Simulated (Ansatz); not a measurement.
Geometry optimisation, DFT PBE, scalar-relativistic, plane waves, PAW (Ansatz 0.2.0).

Input file:

```yaml
crystal:
  lattice:
    - [0.0, 5.43, 5.43]
    - [5.43, 0.0, 5.43]
    - [5.43, 5.43, 0.0]
  atoms:
    - { symbol: Si, position: [0.0, 0.0, 0.0] }
    - { symbol: Si, position: [0.125, 0.125, 0.125] }
    - { symbol: Si, position: [0.0, 0.0, 0.5] }
    - { symbol: Si, position: [0.125, 0.125, 0.625] }
    - { symbol: Si, position: [0.0, 0.5, 0.0] }
    - { symbol: Si, position: [0.125, 0.625, 0.125] }
    - { symbol: Si, position: [0.0, 0.5, 0.5] }
    - { symbol: Si, position: [0.125, 0.625, 0.625] }
    - { symbol: Si, position: [0.5, 0.0, 0.0] }
    - { symbol: Si, position: [0.625, 0.125, 0.125] }
    - { symbol: Si, position: [0.5, 0.0, 0.5] }
    - { symbol: Si, position: [0.625, 0.125, 0.625] }
    - { symbol: Si, position: [0.5, 0.5, 0.0] }
    - { symbol: Si, position: [0.625, 0.625, 0.125] }
    - { symbol: Si, position: [0.5, 0.5, 0.5] }
    - { symbol: Si, position: [0.625, 0.625, 0.625] }
    - { symbol: C, position: [0.3734061, 0.3678943, 0.874383], spin: 1.0 }
magnetization:
  spin_polarized: true
basis:
  ecutwfc: 420.0
kpoints:
  mp_grid: { grid: [2, 2, 2] }
hamiltonian:
  xc: pbe
scf:
  occupations: { method: gaussian, width: 0.02 }
  lower_state_search: "off"
relax:
  f_tol: 0.03
  max_steps: 60
  adjacent_minimum: "off"
```

Command:

```bash
$ ansatz run input.yaml --threads 2 --pin off --max-ram 5120MiB --backend cpu --events-out ev --progress --plain --runs-dir out
```

Problem. Where does it end, and by what steps?

Solution. It converged. Limits of this set-up: coarse k mesh, a small cell, in which the defect meets its images, a typed lattice constant that wasn't relaxed here. After 15 steps the energy has fallen by 1.586 eV; C17 moved furthest, 1.54 Å. Joined: Si2–C17 (2.67 → 1.77 Å).

| step | energy less start (eV) | largest force component (eV/Å) | accepted |
| --- | --- | --- | --- |
| 0 | 0.0000 | 0.538 | yes |
| 1 | -0.1202 | 0.337 | yes |
| 2 | -0.2237 | 0.164 | yes |
| 3 | -0.2536 | 0.230 | yes |
| 4 | -0.2872 | 0.250 | yes |
| 5 | -0.3681 | 0.690 | yes |
| 6 | -0.5198 | 0.836 | yes |
| 7 | -0.7366 | 0.796 | yes |
| 8 | -0.9189 | 1.824 | yes |
| 9 | -1.2755 | 1.345 | yes |
| 10 | -1.4886 | 0.309 | yes |
| 11 | -1.5704 | 0.297 | yes |
| 12 | -1.5833 | 0.096 | yes |
| 13 | -1.5836 | 0.094 | yes |
| 14 | -1.5853 | 0.036 | yes |
| 15 | -1.5856 | 0.011 | yes |

```xyz
17
Lattice="0.0000 5.4300 5.4300 5.4300 0.0000 5.4300 5.4300 5.4300 0.0000" Properties=species:S:1:pos:R:3
Si -0.234 -0.232 -0.217
Si 1.220 1.221 0.756
Si 2.755 2.757 0.050
Si 4.064 4.066 1.504
Si 2.615 0.168 2.975
Si 4.084 1.499 4.161
Si 5.511 2.787 2.824
Si 6.789 4.132 4.255
Si 0.166 2.617 2.975
Si 1.498 4.087 4.162
Si 2.786 5.514 2.824
Si 4.131 6.790 4.255
Si 2.790 2.792 5.636
Si 4.099 4.101 7.090
Si 5.414 5.416 5.653
Si 6.820 6.822 6.903
C 6.537 6.539 2.518
```

Whether the end is a true minimum wasn't checked by a vibrational analysis.

The run took 89 s on 2 threads of Intel(R) Xeon(R) Platinum 8488C (Sapphire Rapids) (shared host), peak memory 0.82 GiB.
